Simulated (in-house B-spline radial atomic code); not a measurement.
**Zr⁸⁺: highest level by several methods**

In exact Kohn-Sham theory the highest occupied level equals minus the energy to remove an electron. How near do common methods come for Zr⁸⁺?

Program: in-house B-spline radial atomic code version 1. Level of theory: scalar-relativistic (X2C), several functionals, spin-polarised; spherical all-electron atom at the radial basis limit. These are calculated values, not measurements, unless marked.

## Step 1: Starting point

```
element       : zirconium (Z = 40)
charge        : +8
electrons     : 32
configuration : [Ar] 3d10 4s2 4p2
nucleus       : Fermi, rms radius 4.269 fm
```

Outer shells as boxes (Hund's rule):

[Ar] 3d10 4s2 4p2
```
[Ar] core
3d [↑↓][↑↓][↑↓][↑↓][↑↓]
4s [↑↓]
4p [↑ ][↑ ][  ]
```

Where spins are not typed, each open shell is filled with up spins first.

## Step 2: AM05

Settings, as recorded:

```ini
Z = 40
electrons = 32.0
configuration = [Ar] 3d10 4s2 4p2
hamiltonian = x2c
method = am05
spin_polarised = True
nucleus = fermi
rms_radius = 4.2694
mass_number = 90
atomic_mass = 89.904698755
speed_of_light = 137.035999084
```

## Step 3: LDA (VWN5)

Changes to the settings of step 2:

```diff
@@ -4,3 +4,3 @@
 hamiltonian = x2c
-method = am05
+method = lda,vwn
 spin_polarised = True
```

## Step 4: TPSS

Changes to the settings of step 3:

```diff
@@ -4,3 +4,3 @@
 hamiltonian = x2c
-method = lda,vwn
+method = tpss,tpss
 spin_polarised = True
```

## Step 5: PBEsol

Changes to the settings of step 4:

```diff
@@ -4,3 +4,3 @@
 hamiltonian = x2c
-method = tpss,tpss
+method = pbesol
 spin_polarised = True
```

## Step 6: Hartree-Fock

Changes to the settings of step 5:

```diff
@@ -4,3 +4,3 @@
 hamiltonian = x2c
-method = pbesol
+method = hf
 spin_polarised = True
```

## Step 7: r2SCAN

Changes to the settings of step 6:

```diff
@@ -4,3 +4,3 @@
 hamiltonian = x2c
-method = hf
+method = r2scan
 spin_polarised = True
```

**Question.** The tabulated ionisation energy is 153 ± 2.2 eV (tabulated theoretical; NIST Atomic Spectra Database). What does each method give, and which comes nearest?

The runs gave:

| method | rung | total energy (hartree) | −ε highest (eV) | −ε less tabulated (eV) |
| --- | --- | --- | --- | --- |
| LDA (VWN5) | LDA | -3575.3003 | 144.03 (4p up) | -8.97 |
| AM05 | GGA | -3575.5724 | 143.89 (4p up) | -9.11 |
| PBEsol | GGA | -3577.3220 | 143.89 (4p up) | -9.11 |
| TPSS | meta-GGA | -3579.6612 | 144.04 (4p up) | -8.96 |
| r2SCAN | meta-GGA | -3579.7614 | 144.53 (4p up) | -8.47 |
| Hartree-Fock | Hartree-Fock | -3578.0632 | 152.26 (4p up) | -0.74 |

What this shows: The tabulated ionisation energy is 153 ± 2.2 eV (tabulated theoretical; NIST Atomic Spectra Database). Hartree-Fock comes nearest (-0.74 eV) and AM05 is farthest (-9.11 eV, 6.0 %). Mean absolute error by rung (exchange-only levels left out): LDA 8.97 eV, GGA 9.11 eV, meta-GGA 8.71 eV, Hartree-Fock 0.74 eV. Relativistic terms that these runs lack can be as large as the gaps between close methods, so the nearest may be so by luck. Spin-orbit coupling is left out. Open shells are averaged (over orientations, and over spins where the run is restricted), while tables refer to the lowest levels. The semilocal levels all lie too high, since self-interaction spoils the long-range potential; for them −ε is no ionisation energy.

Members of this set that are not shown: 4 used exact exchange with fractional occupations of an open shell, which is unsound here.
